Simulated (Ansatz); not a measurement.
I need a scan of the Hubbard U of BaNbNO₂, space group P4/mmm. Use Ansatz's Python interface. Level of theory (first run): PBEsol, PAW, cutoff 450 eV, 4×4×4 k-points, fixed occupations.

The script reads `banbno2.xyz`:
```text
5
Lattice="4.169004 0.0 0.0 0.0 4.169004 0.0 0.0 0.0 4.151208" Properties=species:S:1:pos:R:3 pbc="T T T"
Ba    0.00000000    0.00000000    0.00000000
Nb    2.08450200    2.08450200    2.07560400
N     2.08450200    2.08450200    0.00000000
O     0.00000000    2.08450200    2.07560400
O     2.08450200    0.00000000    2.07560400
```

Script `run_plus_u.py`:
```python
import warnings

import ansatz
import numpy as np


def count_gap(report):
    # lowest empty less highest filled band, counting bands; zero where they overlap
    return max(report.get("gap_by_band_count_ev") or 0.0, 0.0)

warnings.simplefilter("ignore", ansatz.DeckWarning)

banbno2 = ansatz.Crystal.from_extxyz("banbno2.xyz")

model = (
    banbno2.calculation()
    .functional("PBEsol")
    .basis(450)
    .kpoints(4)
    .occupations("Fixed")
    .scf(tolerance=1e-09)
    .band_table()
)
rows = []
for u in [2.0, 4.0, 6.0, 8.0]:
    r = model.hubbard("Nb", "d", u_eff=u).run().report
    shell = r["hubbard"]["n_scf"]
    rows.append((u, count_gap(r), sum(shell) / len(shell), r["n_iterations"]))
for row in rows:
    print("; ".join(f"{name} = {round(v, 4) if isinstance(v, float) else v}" for name, v in zip(["U_eff eV", "gap by band count eV", "Nb d occupation (projector)", "iterations"], row)))
```

```console
$ python run_plus_u.py
U_eff eV = 2.0; gap by band count eV = 0.1918; Nb d occupation (projector) = 3.3022; iterations = 12
U_eff eV = 4.0; gap by band count eV = 0.3565; Nb d occupation (projector) = 3.2228; iterations = 12
U_eff eV = 6.0; gap by band count eV = 0.5478; Nb d occupation (projector) = 3.1356; iterations = 12
U_eff eV = 8.0; gap by band count eV = 0.7817; Nb d occupation (projector) = 3.0397; iterations = 12
```

From U = 2 to 8 eV the gap on the mesh goes from 0.19 eV to 0.78 eV.

Reading the output:
- Spin is left out of this run.
- Semilocal gaps usually lie well under measured ones.
- With fixed filling the reported Fermi level is the top filled level among the k-points of the SCF.
- A Hubbard U without spin forces both spins into the same orbitals, which can open a gap or pick a state that a spin-polarised run wouldn't.
- The structure comes from a database of computed cells and needn't be a stable or known phase.
- Levels are Kohn-Sham eigenvalues on this mesh, without spin-orbit coupling.
- Shell occupations and the effect of U depend on the projectors; a run with no .spin step is spin-unpolarised, and each U may end in a state that isn't the lowest.
- Timing: 7.9 s on 1 thread of Intel(R) Xeon(R) 6975P-C (Granite Rapids) (shared host), peak memory 0.48 GiB.
